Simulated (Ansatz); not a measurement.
BaAlSi, space group P-6m2: an all-electron equation of state, run with Ansatz 0.2.0 through its Python package.

`eos_lapw.py`
```python
'''All-electron equation of state of BaAlSi.'''

import ansatz as az
from ase.eos import EquationOfState
from ase.units import GPa
import numpy as np

SETTINGS = {
    'sigma': 0.1,
    'xc': 'PBEsol',
    'kgrid': (6, 6, 5),
}

VECTORS = np.array([
    [4.307614, 0.0, 0.0],
    [-2.153807, 3.730504, 0.0],
    [0.0, 0.0, 5.225855],
])
SITES = [
    ('Ba', [0.0, 0.0, 0.0]),
    ('Al', [2 / 3, 1 / 3, 0.5]),
    ('Si', [1 / 3, 2 / 3, 0.5]),
]


def crystal_on(cell):
    crystal = az.Crystal(lattice=az.Lattice.of(cell))
    for symbol, position in SITES:
        crystal = crystal.atom(symbol, position)
    return crystal

volumes, energies = [], []
for scale in np.linspace(0.94, 1.06, 5):
    cell = VECTORS * scale ** (1 / 3)
    calc = (
        crystal_on(cell).calculation()
        .occupations(az.OccupationsMethod.COLD, width=SETTINGS['sigma'])
        .functional(SETTINGS['xc'])
        .kpoints(*SETTINGS['kgrid'])
        .pseudopotentials('all_electron', lapw=True)
    )
    r = calc.run().report
    volumes.append(abs(np.linalg.det(cell)) / len(SITES))
    energies.append(r['free_energy_ev'] / len(SITES))
    print(f'{scale:.3f} {volumes[-1]:9.4f} A^3/atom {energies[-1]:16.5f} eV/atom  (estimated basis error {1000 * r["lapw_basis_errors"]["total_ev_per_atom"]:.2f} meV/atom)')
v0, e0, bulk = EquationOfState(volumes, energies, eos='birchmurnaghan').fit()
print(f'V0 = {v0:.4f} A^3/atom, B0 = {bulk / GPa:.1f} GPa')
```

Where does the minimum lie against the volume typed, and how stiff is the crystal?

A third-order Birch-Murnaghan fit through the 5 points has its minimum at 26.97 Å³ an atom, 3.6 % below the typed cell, with a bulk modulus of 54 GPa and dB/dP = 4.2. From that minimum the energy rises by 2.8 meV an atom on the compressed side and 38.4 meV on the expanded side. The window is off centre, so dB/dP is rough.

What the script printed:

```console
$ python eos_lapw.py
0.940   26.3129 A^3/atom     -78586.38206 eV/atom  (estimated basis error 0.13 meV/atom)
0.970   27.1526 A^3/atom     -78586.38468 eV/atom  (estimated basis error 0.13 meV/atom)
1.000   27.9924 A^3/atom     -78586.37881 eV/atom  (estimated basis error 0.13 meV/atom)
1.030   28.8322 A^3/atom     -78586.36571 eV/atom  (estimated basis error 0.13 meV/atom)
1.060   29.6720 A^3/atom     -78586.34647 eV/atom  (estimated basis error 0.13 meV/atom)
V0 = 26.9707 A^3/atom, B0 = 52.8 GPa
```

Reading the output:
- All-electron totals depend on functional, relativistic treatment and basis; only differences at equal settings carry meaning.
- Shape and fractional positions are held along the curve, so the bulk modulus is an upper value where they are free to relax, by a factor of two or more in layered or hydrogen-bonded cells.
- For a metal this k-point mesh is coarse: on a finer one energies can move by several to tens of meV an atom and pressures by half a GPa or more, differences at one mesh by less.
- This cell is a computed structure, which may not be the phase found in nature.
- The whole script took 100 s on 1 thread of Arm Neoverse V1 (shared host), peak memory 0.41 GiB.

(Lines on the test bed's own set-up are left out of the output.)
